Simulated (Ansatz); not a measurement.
# CBrF2: the cost of one run

Computed with Ansatz 0.2.0, Gaussian basis. Level: PBE0-D4/def2-SVP.

## (1) The system as given

SMILES `F[C+](F)Br`, 4 atoms, charge 1, spin multiplicity 1.

Atoms are counted from 1 here; the program's logs count them from 0.

Bond lengths: F1–C2 1.259 Å, C2–F3 1.259 Å, C2–Br4 1.781 Å. Angles: F1–C2–F3 115.2°, F1–C2–Br4 122.4°, F3–C2–Br4 122.4°.

As a file:

```
F    -1.2600   -0.3922   -0.0237
C    -0.0397   -0.0907    0.0435
F     0.6848   -0.9191    0.6548
Br    0.6149    1.4020   -0.6746
```

## (2) Dynamics

Contents of md/in.yaml:

```yaml
crystal:
  periodic: [false, false, false]
  atoms:
    - {symbol: F, position_ang: [-1.259970, -0.392250, -0.023650]}
    - {symbol: C, position_ang: [-0.039710, -0.090700, 0.043460]}
    - {symbol: F, position_ang: [0.684830, -0.919080, 0.654800]}
    - {symbol: Br, position_ang: [0.614850, 1.402030, -0.674600]}
basis:
  gaussian: {orbitals: def2-SVP}
total_charge: 1
hamiltonian: {xc: pbe0, dispersion: d4}
md: {n_steps: 80, timestep: 0.25, temperature: 1500, ensemble: nve, seed: 759, initial_velocities: maxwell_boltzmann}
```

Started as:

```
$ ansatz run in.yaml --threads 1 --pin off --events-out ev --progress --plain --max-ram 4352MiB
```

What time and memory should one allow on 1 thread of Intel Xeon at 2.30GHz, shared host?

About 2.7 min, with a peak of 0.18 GiB.
